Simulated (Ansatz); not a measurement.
# CHFGa: the cost of one run

Computed with Ansatz 0.2.0, Gaussian basis. Level: cc-pVDZ, all electrons in the functionals, frozen cores in the correlation of double hybrids and RPA.

To be run: wB97M-V, B2PLYP, PBE-QIDH, RPA-PBE, at charge 0, quartet; charge 0, doublet; charge 0, sextet; charge 1, triplet; charge 1, quintet; displaced geometry v1; displaced geometry v2 (not every functional at every point).

24 further runs of the same task are left out: 2 for a mislabelled method, 10 that didn't finish, 12 set aside as unsound or not needed.

## Step 1: The system

The geometry is a PBE0/def2-TZVP stationary point (not a proven minimum). No spin-orbit coupling is included. The filled d shell of Ga may be among the frozen orbitals whatever the setting's name suggests; the logs give the count.

4 atoms, charge 0, spin multiplicity 4.

Atoms are counted from 1 here; the program's logs count them from 0.

Bond lengths: F1–C2 1.327 Å, C2–Ga3 1.961 Å, C2–H4 1.089 Å. Angles: F1–C2–Ga3 122.0°, F1–C2–H4 112.6°, Ga3–C2–H4 125.4°.

No dispersion term is added; wB97M-V holds VV10 nonlocal correlation.

The geometry shown and the zero of energy belong to the point charge 0, quartet. The yardstick, UCCSD(T), and other wave-function levels (R restricted, U unrestricted, valence and pair active spaces) come from earlier runs.

## Step 2: wB97M-V, charge 0, quartet

Input file in.yaml:

```yaml
crystal:
  periodic: [false, false, false]
  atoms:
    - {symbol: F, position_ang: [0.000000, -0.336661, 2.093920]}
    - {symbol: C, position_ang: [0.000000, 0.539280, 1.097638]}
    - {symbol: Ga, position_ang: [0.000000, -0.023872, -0.780573]}
    - {symbol: H, position_ang: [0.000000, 1.570868, 1.447830]}
basis:
  gaussian: {orbitals: cc-pVDZ}
magnetization: {spin_polarized: true, initial_magnetization: 3}
hamiltonian: {xc: {name: wB97M-V}}
output: {orbitals: {seedname: orbitals}}
```

Command:

```
ansatz run in.yaml --threads 1 --pin off --events-out ev --progress --plain --max-ram 2393MiB
```

What time and memory should one allow on 1 thread of Arm Neoverse V2, shared host?

About 14 s, with a peak of 0.25 GiB.
